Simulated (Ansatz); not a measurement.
# Cu (hcp type): a single-point run

Wanted: a converged single-point run for Cu (hcp type), and a check of what comes out. The structure is shown as the input types it.

Program: Ansatz 0.2.0. Level of theory: DFT, LDA, PAW with Ansatz's default frozen-core files, scalar-relativistic. These are calculated values, not measurements.

1 further run of the same task is left out (it didn't finish). Runs told in other sessions of the task aren't counted.

## Step 1: Starting point

It takes space group C2/m (No. 12, monoclinic). Conventional cell: a = 4.457 Å, b = 2.573 Å, c = 4.168 Å, α = 90.00°, β = 90.00°, γ = 90.00°. Around Cu (site symmetry m) lie 1 Cu at 1.64 Å.

Coordinates:

```
Cu
1.0
     2.57306    0.00000    0.00000
    -1.28653    2.22834    0.00000
     0.00000    0.00000    4.16837
Cu
2
Direct
  0.21333 0.60667 0.16000
  0.78667 0.39333 0.84000
```

## Step 2: The run

Contents of input.yaml:

```yaml
crystal:
  lattice:
    - [2.5730649657, 0.0, 0.0]
    - [-1.2865324828, 2.2283396258, 0.0]
    - [0.0, 0.0, 4.1683652444]
  atoms:
    - { symbol: Cu, position: [0.2133333333, 0.6066666667, 0.16] }
    - { symbol: Cu, position: [0.7866666667, 0.3933333333, 0.84] }
kpoints:
  mp_grid: { grid: [13, 13, 7] }
scf:
  occupations: { method: fermi_dirac, width: 0.05 }
  convergence: { dr2_threshold: 0.0 }
  max_iter: 75
hamiltonian:
  xc: lda
  pseudopotentials: { kind: paw }
output:
  forces: true
  stress: true
  eigenvalues: true
  populations: true
```

Launch:

```sh
ansatz run input.yaml --threads 1 --pin off --max-ram 2048MiB --backend cpu --events-out ev --progress --plain --runs-dir out
```

**Question.** How will this run end, and is anything wrong with its input?

The run ended at the input check. Its message: «invalid value for `scf.convergence.dr2_threshold`: must be finite and > 0; got 0 eV»

In the input, scf.convergence.dr2_threshold is 0.0. The number typed is not permitted for that setting.

Remedy: delete scf.convergence.dr2_threshold (the default then holds).
